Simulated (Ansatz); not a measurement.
## HKS, SMILES [SH][K]: a rigid scan of one bond length, step by step

With Ansatz 0.2.0, Python API.

Notebook, run cell by cell (the value of a cell's last expression is shown):

**Cell 1**
```python
import ansatz
import matplotlib.pyplot as plt
import numpy as np

GEOMETRY = """
S    -0.59370   -0.75010   -0.41470
K     1.69800    0.05580    0.93810
H    -1.11530    0.62950   -0.53670
"""
```

**Cell 2**
```python
system = ansatz.Crystal.molecule()
for line in GEOMETRY.strip().splitlines():
    symbol, *xyz = line.split()
    system = system.atom(symbol, [float(v) for v in xyz])
```

**Cell 3**
```python
symbols = [site.symbol for site in system.cartesian_sites]
start = np.array([site.position_ang for site in system.cartesian_sites])
axis = (start[1] - start[0]) / np.linalg.norm(start[1] - start[0])
moving = [1]
lengths, energies = [2.36, 2.56, 2.78, 3.06, 3.48, 4.17, 5.0, 6.12], []
for length in lengths:
    xyz = start.copy()
    xyz[moving] += (length - np.linalg.norm(start[1] - start[0])) * axis
    point = ansatz.Crystal.molecule()
    for symbol, place in zip(symbols, xyz):
        point = point.atom(symbol, place.tolist())
    calc = (
        point.calculation()
        .basis(gaussian="def2-SVP")
        .functional("r2scan0")
    )
    data = calc.run(threads=1).report
    energies.append(data["free_energy_ev"])
    print(f"r = {length:6.3f} A  E = {energies[-1]:.5f} eV  <S^2> = {abs(data['mean_field']['state']['spin_squared']):.3f}")
```
Output:
```text
r =  2.360 A  E = -27169.01781 eV  <S^2> = 0.000
r =  2.560 A  E = -27169.68521 eV  <S^2> = 0.000
r =  2.780 A  E = -27169.90480 eV  <S^2> = 0.000
r =  3.060 A  E = -27169.81769 eV  <S^2> = 0.000
r =  3.480 A  E = -27169.41053 eV  <S^2> = 0.000
r =  4.170 A  E = -27168.64661 eV  <S^2> = 0.000
r =  5.000 A  E = -27167.90832 eV  <S^2> = 0.000
r =  6.120 A  E = -27167.30798 eV  <S^2> = 0.000
```

**Cell 4**
```python
print("energy above the lowest point (eV):", [round(e - min(energies), 3) for e in energies])
plt.figure(figsize=(4.5, 3))
plt.plot(lengths, np.array(energies) - min(energies), "o-")
plt.xlabel("bond length (A)")
plt.ylabel("E - E(min) (eV)")
plt.tight_layout()
plt.savefig("scan.png", dpi=100)
```
Output:
```text
energy above the lowest point (eV): [0.887, 0.22, 0.0, 0.087, 0.494, 1.258, 1.996, 2.597]
```

Notes:
- Total energies depend on the basis set; only differences at equal settings carry meaning.
- The rest of the molecule is held rigid at a force-field or estimated start geometry, and the basis set is modest; single-reference methods fail as a bond breaks.
- The orbitals are restricted, so S² is zero by construction.
- Toward dissociation an unrestricted state can lie under the restricted one, by tenths of an eV for polar bonds under a functional and by 1 to 2 eV or more for others.
- Finished in 13 s on 1 thread of Intel(R) Xeon(R) Processor @ 2.30GHz (shared host), peak memory 0.27 GiB.
